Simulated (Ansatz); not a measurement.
# TiC: how the settings move a single-point run

Question: which choices in the input matter for TiC?

The COD entry's cell or inner coordinates are ideal or old and differ from later refinements, so a difference from it is no clean test against experiment.

Computed with Ansatz 0.2.0 (reference: DFT, LDA, all-electron LAPW, scalar-relativistic; levels and slopes on a fine mesh, independent-particle optical spectra, unless a step's input says otherwise).

### Step 1. The starting structure

The structure is cubic, space group Fm-3m (No. 225). Conventional cell: a = 4.261 Å, b = 4.261 Å, c = 4.261 Å, α = 90.00°, β = 90.00°, γ = 90.00°. Ti (site symmetry m-3m) is surrounded by 6 C at 2.13 Å. Around C (site symmetry m-3m) lie 6 Ti at 2.13 Å.

Coordinates:

```cif
data_structure
_symmetry_space_group_name_H-M 'Fm-3m'
_symmetry_Int_Tables_number 225
_cell_length_a 4.2610
_cell_length_b 4.2610
_cell_length_c 4.2610
_cell_angle_alpha 90.000
_cell_angle_beta 90.000
_cell_angle_gamma 90.000
_cell_volume 77.36
loop_
_atom_site_label
_atom_site_type_symbol
_atom_site_symmetry_multiplicity
_atom_site_Wyckoff_symbol
_atom_site_fract_x
_atom_site_fract_y
_atom_site_fract_z
_atom_site_occupancy
Ti1 Ti 4 a 0.00000 0.00000 0.00000 1
C1 C 4 b 0.50000 0.00000 0.00000 1
```

### Step 2. Reference

input.yaml

```yaml
crystal:
  lattice:
    - [0.0, 2.13047666157, 2.13047666157]
    - [2.13047666157, 0.0, 2.13047666157]
    - [2.13047666157, 2.13047666157, 0.0]
  atoms:
    - { symbol: Ti, position: [0.0, 0.0, 0.0] }
    - { symbol: C, position: [0.5, 0.5, 0.5] }
kpoints:
  mp_grid: { grid: [12, 12, 12] }
scf:
  occupations: { method: fermi_dirac, width: 0.1 }
hamiltonian:
  xc: lda
  pseudopotentials: { kind: all_electron, lapw: { basis_error: 0.001 } }
output:
  forces: true
  stress: true
  eigenvalues: true
  eigenstates:
    nscf_kmesh: { grid: [24, 24, 24] }
    de_dk: true
    e_range: [-14, 14]
  optics:
    e_range: [0, 30]
    de: 0.2
    sigma: 0.15
    bands: { spectra_wanted_up_to: 30 }
    nscf_kmesh: { grid: [24, 24, 24] }
    drude_damping: 0.05
checkpoint:
  write: ck
  write_wavefunctions: false
```

Started as:

```console
$ ansatz run input.yaml --threads 1 --pin off --max-ram 3072MiB --backend cpu --events-out ev --progress --plain --runs-dir out
```

### Step 3. Variant: lower_state_search standard, hubbard.sites [{species: Ti, l: d, u_eff: 6.0}], hubbard.double_counting amf

input.yaml, as its differences from that of step 2:

```diff
@@ -12,2 +12,3 @@
   occupations: { method: fermi_dirac, width: 0.1 }
+  lower_state_search: standard
 hamiltonian:
@@ -15,2 +16,3 @@
   pseudopotentials: { kind: all_electron, lapw: { basis_error: 0.001 } }
+  hubbard: { sites: [{ species: Ti, l: d, u_eff: 6.0 }], double_counting: amf }
 output:
```

### Step 4. Changed: scf.algorithm density_mixing

input.yaml, as its differences from that of step 2:

```diff
@@ -12,2 +12,3 @@
   occupations: { method: fermi_dirac, width: 0.1 }
+  algorithm: density_mixing
 hamiltonian:
```

What does the calculation give? Wanted: for each run, ending; energy change; pressure; gap; force.

**Answer**, as computed:

| run | ending | energy change | pressure (GPa) | gap (eV) | force (eV/Å) | cycles | time |
| --- | --- | --- | --- | --- | --- | --- | --- |
| reference | converged | 0 | 0.1 | 0.00 | 0.00 | - | 2.3 min |
| 1: lower_state_search standard, hubbard.sites [{species: Ti, l: d, u_eff: 6.0}], hubbard.double_counting amf | converged | -103.8 meV/atom (U changed: no physical gain or loss) | 1.8 | 0.00 | 0.00 | 11 | 3.1 min |
| 2: scf.algorithm density_mixing | converged | 0.0 meV/atom | 0.1 | 0.00 | 0.00 | 10 | 2.3 min |

Residual by cycle in the longest SCF loop of each run; runs are numbered as in the table. The quantity is the density residual dr2, in eV.

```
cycle  reference    run 1    run 2
    1       6.18     6.18     6.18
    2      0.493    0.498    0.493
    3     0.0572   0.0559   0.0572
    4     0.0119     0.03   0.0119
    5     9.0e-5   6.7e-4   9.0e-5
    6     7.0e-7   5.8e-5   7.0e-7
    7     3.9e-7   1.8e-5   3.9e-7
    8     1.5e-8   4.0e-7   1.5e-8
    9    1.5e-11   2.3e-9  1.5e-11
   10    2.7e-15  1.8e-11  2.7e-15
   11          -  1.0e-13        -
```

What this shows: «scf.algorithm density_mixing» leaves the energy as it was. A changed U is a change of model: its shifts are not errors of convergence. The reference has no spin polarisation; with Ti present, a magnetic state may lie lower.
